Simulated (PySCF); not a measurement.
**LaI: from the state search to spectroscopic constants**

One job finds the state of LaI, follows it along the bond with each method and fits the curves.

The runs use PySCF 2.14.0; La def2-TZVPP with ECP46, I def2-TZVPP with ECP28, scalar-relativistic core potentials.

1 further run of the same task is left out (it didn't finish).

## (1) Input

The job is set up so:

* atoms: La, I
* charge: 0
* basis: La def2-TZVPP with ECP46, I def2-TZVPP with ECP28
* Hamiltonian: scalar-relativistic core potentials
* basis functions: 106
* electrons treated: 36
* masses in u: 138.9063, 126.9045
* levels: PBE0, PBE, r²SCAN, B2PLYP, B97-3, B3LYP, r²SCAN0, ωB97M-V, HF, MP2, SCS-MP2
* grid: 80 radial by 434 angular points
* occupations: held fixed by the projection of orbital angular momentum
* dissociation limit: La + I, each in its ground configuration
* starting distance in angstrom: 2.905
* values of 2S to try: 0, 2

Launch:

```console
$ OMP_NUM_THREADS=2 python dia.py task.json out
```

After this run come: PBE0 along the bond; Higher solutions at PBE0; PBE (GGA); r²SCAN; B2PLYP; B97-3; B3LYP; r²SCAN0 (hybrid meta-GGA); ωB97M-V (range-separated hybrid); UHF (mean field).

Q: Predict the outcome of this session. Wanted: for each run, Re; ωe; De; μ.

As calculated:

Lowest PBE0 solution found, without spin–orbit coupling: ³Δ (triplet), unpaired electrons σ ↑, δ ↑, about 0.1 electrons in the 4f shell (Mulliken). State 2 has its PBE0 minimum 0.00 eV higher, as a spin-mixed determinant (⟨S²⟩ = 0.84), so this is no gap between pure states. The other levels ran on the lowest alone.

| level | Re (Å) | ωe (cm⁻¹) | De (eV) | μ (D) |
| --- | --- | --- | --- | --- |
| UHF | 3.062 | 159.6 | 3.32 | -6.25 |
| UHF-MP2 | 2.943 | 178.7 | 4.16 | n/a |
| UHF-SCS-MP2 | 2.968 | 174.4 | 3.94 | n/a |
| PBE | 2.950 | 171.9 | 3.99 | -4.77 |
| r²SCAN | 2.960 | 172.9 | 4.04 | -5.42 |
| B3LYP | 2.984 | 167.6 | 3.75 | -5.29 |
| PBE0 | 2.949 | 174.0 | 4.00 | -5.36 |
| r²SCAN0 | 2.957 | 173.9 | 4.00 | -5.71 |
| B97-3 | 2.972 | 168.9 | 3.61 | -5.30 |
| ωB97M-V | 2.972 | 171.0 | 3.76 | -5.74 |
| B2PLYP | 2.970 | 171.9 | 3.86 | -5.66 |

De is counted to La + I in their ground configurations. A positive dipole means La(−)I(+).

What this shows: The methods spread over 0.119 Å in bond length, from UHF-MP2 to UHF. Among the levels with a De in the table, it runs from 3.32 eV (UHF) to 4.16 eV (UHF-MP2).

Correlated steps freeze 4 core orbitals. Spin–orbit coupling is left out, which matters for elements this heavy, above all for dissociation energies. B2PLYP dipoles, levels and charges come from its SCF part alone. The state is the lowest single determinant that the PBE0 search found; with open d or f shells the true ground state can be another one. With spin–orbit coupling the term label itself may not hold.
